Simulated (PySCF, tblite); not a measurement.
# C6H16GeS: geometry, infrared bands and NMR shifts

What infrared bands and NMR shifts should C6H16GeS (`CC[CH](CC)[GeH2][S]C`) show?

The runs use tblite 0.8.0 and PySCF 2.14.0, with density-fitted response routines of our own; the level of theory stands in each step. All values are computed, except where a source is named. Atoms are numbered from 0 throughout.

## (1) The molecule as given

24 atoms, charge 0, multiplicity 1; geometry from: force field or distance geometry start.

Bonds of the start (Å): C0–C1 1.53, C1–C2 1.54, C2–C3 1.54, C3–C4 1.53, C2–Ge5 1.95, Ge5–S6 2.23, S6–C7 1.82, C0–H8 1.11, C0–H9 1.12, C0–H10 1.10, C1–H11 1.12, C1–H12 1.11, C2–H13 1.12, C3–H14 1.12, C3–H15 1.13, C4–H16 1.10, C4–H17 1.12, C4–H18 1.11, Ge5–H19 1.54, Ge5–H20 1.55, C7–H21 1.11, C7–H22 1.11, C7–H23 1.12.

## (2) Optimising the geometry with GFN2-xTB

What the job is given:

```
{"job": {"kind": "relax", "xc": "GFN2-xTB", "basis": "xTB"}, "charge": 0, "multiplicity": 1}
C     -0.115300     2.821000    -0.406300
C     -0.843600     1.723500     0.363800
C     -0.847700     0.367200    -0.374000
C     -1.824700    -0.601100     0.312200
C     -2.107600    -1.861600    -0.504200
Ge     0.949700    -0.394400    -0.476600
S      1.733500    -0.766500     1.573200
C      3.324200    -1.422300     0.981900
H     -0.545800     2.916500    -1.425200
H     -0.259600     3.790300     0.127700
H      0.960300     2.616700    -0.477800
H     -0.360400     1.593700     1.369400
H     -1.888200     2.060800     0.556400
H     -1.211500     0.545400    -1.418000
H     -2.801500    -0.093900     0.499400
H     -1.419500    -0.906700     1.323200
H     -2.899800    -2.455400    -0.015200
H     -2.457100    -1.586600    -1.528400
H     -1.201500    -2.491500    -0.586100
H      0.952300    -1.718000    -1.269200
H      1.910600     0.570900    -1.219300
H      3.852600    -0.650800     0.390000
H      3.949900    -1.703800     1.860800
H      3.138900    -2.333600     0.349900
```

Command:

```
OMP_NUM_THREADS=1 python probes_run.py task.json out
```

The driver reads the jobs from task.json and runs them one after another.

**Question.** This job is followed by: GFN2-xTB harmonic vibrations, gas phase; GIAO PBE0/pcSseg-1 NMR shielding, non-relativistic, gas phase. What will the session give for the following? strongest single infrared mode (GFN2-xTB); zero-point energy (GFN2-xTB); ¹³C shifts against TMS (PBE0/pcSseg-1, means over atoms taken as alike); ¹H shifts against TMS (PBE0/pcSseg-1, means over atoms taken as alike); ⁷³Ge shifts against GeMe4 (PBE0/pcSseg-1); ³³S shifts against CS2 (PBE0/pcSseg-1); surface potential, 1st and 99th percentile.

As calculated:

| quantity | value |
| --- | --- |
| strongest single infrared mode (GFN2-xTB) | 1851 cm⁻¹, 583 km/mol |
| zero-point energy (GFN2-xTB) | 125.8 kcal/mol |
| ¹³C shifts against TMS (PBE0/pcSseg-1, means over atoms taken as alike) | 44.8, 32.3, 17.4, 14.9 ppm |
| ¹H shifts against TMS (PBE0/pcSseg-1, means over atoms taken as alike) | 4.91, 2.02, 1.72, 1.53, 1.21, 1.21 ppm |
| ⁷³Ge shifts against GeMe4 (PBE0/pcSseg-1) | -79 ppm |
| ³³S shifts against CS2 (PBE0/pcSseg-1) | -239 ppm |
| surface potential, 1st and 99th percentile | -1.07 V and 0.79 V |

What this shows: Relaxing lowered the energy by 0.227 eV in 56 steps; the close pair that moved most is C2–Ge5, from 1.955 to 2.009 Å. The lowest mode is slightly imaginary (15i cm⁻¹), a soft motion within the noise of the Hessian, so the minimum is not strictly shown. The strongest single mode, at 1851 cm⁻¹, moves mainly H19 and H20. GFN2-xTB is a fitted tight-binding method: band positions and strengths are rough. Its intensities can rank the bands wrongly. Spin-orbit coupling is left out, which matters for shieldings and couplings at and beside the heavy atoms.
